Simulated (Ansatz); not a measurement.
**GaH₃+ (doublet): wave-function methods side by side, cc-pVTZ**

An exercise on one series of results from a longer session: the logs are not shown, and one member is left open.

Computed with Ansatz 0.2.0, Gaussian basis. Level: cc-pVTZ, core rule «outside noble gas», up to 14 orbitals frozen.

The runs, in order: UHF; CCSD(T) on ROHF; CCSD(T) on UHF; BCCD(T) on ROHF; CCSDT(Q) on ROHF; CCSDT(Q) on UHF.

23 further runs of the same task are left out: 8 for a known fault of the program, 6 that didn't finish, 9 set aside as unsound or not needed. Runs told in other sessions of the task aren't counted.

### The geometry

The geometry is a PBE0/def2-TZVP stationary point (not a proven minimum) of the parent state, kept for this charge and spin. No spin-orbit coupling is included. The filled d shell of Ga may be among the frozen orbitals whatever the setting's name suggests.

4 atoms, charge 1, spin multiplicity 2.

Atoms are counted from 1 here; the program's logs count them from 0.

Bond lengths: Ga1–H2 1.585 Å, Ga1–H3 1.955 Å, Ga1–H4 1.955 Å, H3–H4 0.811 Å. Angles: H2–Ga1–H3 100.5°, H2–Ga1–H4 100.5°, H3–Ga1–H4 23.9°, Ga1–H3–H4 78.0°, Ga1–H4–H3 78.0°.

Geometry (Å):

```tsv
atom	x (Å)	y (Å)	z (Å)
Ga1	0.0000	0.0277	-0.0457
H2	0.0000	-1.4776	-0.5415
H3	0.4054	-0.2202	1.8512
H4	-0.4054	-0.2202	1.8512
```

The first run:

in.yaml reads:

```yaml
crystal:
  periodic: [false, false, false]
  atoms:
    - {symbol: Ga, position_ang: [0.000000, 0.027726, -0.045695]}
    - {symbol: H, position_ang: [0.000000, -1.477599, -0.541473]}
    - {symbol: H, position_ang: [0.405418, -0.220158, 1.851181]}
    - {symbol: H, position_ang: [-0.405418, -0.220158, 1.851181]}
basis:
  gaussian: {orbitals: cc-pVTZ}
total_charge: 1
magnetization: {spin_polarized: true, initial_magnetization: 1}
hamiltonian: {xc: hf}
output: {orbitals: {seedname: orbitals}}
```

Launch:

```bash
$ ansatz run in.yaml --threads 1 --pin off --events-out ev --progress --plain --max-ram 2393MiB
```

Among the steps run: UHF; CCSD(T) on ROHF; CCSD(T) on UHF; BCCD(T) on ROHF; CCSDT(Q) on ROHF; CCSDT(Q) on UHF.

One table of the session follows, with a row left open; its other results are not shown here.

```
   method  from UCCSDT(Q) (meV)
     ROHF                     ?
      UHF               +2437.4
     RMP2                +593.3
     UMP2                +564.3
    RCCSD                 +53.8
    UCCSD                 +39.3
 RCCSD(T)                 +20.5
 UCCSD(T)                  +9.3
  BCCD(T)                 +19.9
   RCCSDT                 +10.9
   UCCSDT                  +0.4
RCCSDT(Q)                 +10.5
UCCSDT(Q)                     0
```

Q: Estimate the row for ROHF from the others.

**Answer.** from UCCSDT(Q) (meV): +2529.7. In the column «from UCCSDT(Q) (meV)» it is the highest.

Caveats from the session: Restricted and unrestricted rows rest on different reference determinants; a gap between their highest levels can come from leftover correlation error, from unlike frozen cores or from another state.
